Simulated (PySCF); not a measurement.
# CH7B2FN2: the cost of one run

The runs use PySCF 2.14.0, with density-fitted response routines of our own; the level of theory stands in each step. All values are computed, except where a source is named. Atoms count from 0, in the outputs and in this text.

## Step 1: Starting geometry

13 atoms, charge 0, multiplicity 1; geometry from: PBE0-D3(BJ)/def2-SVP.

Bonds of the start (Å): B0–N1 1.40, N1–C2 1.46, N1–B3 1.46, B3–N4 1.40, B3–F5 1.34, B0–H6 1.21, B0–H7 1.21, C2–H8 1.10, C2–H9 1.10, C2–H10 1.10, N4–H11 1.01, N4–H12 1.01.

## Step 2: Nuclear shieldings: PBE0/pcSseg-1

The job: settings as JSON, then the geometry in Å.

```
{"job": {"kind": "nmr", "xc": "PBE0", "basis": "pcSseg-1", "pop": false}, "charge": 0, "multiplicity": 1}
B     -1.170510     1.074131    -0.876601
N     -1.032649    -0.061153    -0.067224
C     -2.175079    -0.922238     0.216900
B      0.237266    -0.452215     0.535604
N      1.438796     0.242367     0.386634
F      0.228656    -1.568438     1.285446
H     -2.248088     1.351379    -1.352041
H     -0.211356     1.778776    -1.101086
H     -1.999031    -1.950299    -0.135167
H     -2.376436    -0.976646     1.297762
H     -3.067736    -0.528534    -0.285362
H      1.520456     1.091067    -0.152766
H      2.287086    -0.071401     0.835304
```

With the program's defaults for keys left out, this is: GIAO PBE0/pcSseg-1 NMR shielding, non-relativistic, gas phase.

Run with:

```bash
> OMP_NUM_THREADS=1 python probes_run.py task.json out
```

One launch serves the whole session: the jobs run in the order shown.

**Question.** How long does this first job take on 1 thread of Intel Xeon 6975P-C, shared host, and how much memory does it need?

About 7.7 s, with a peak of 0.72 GiB.
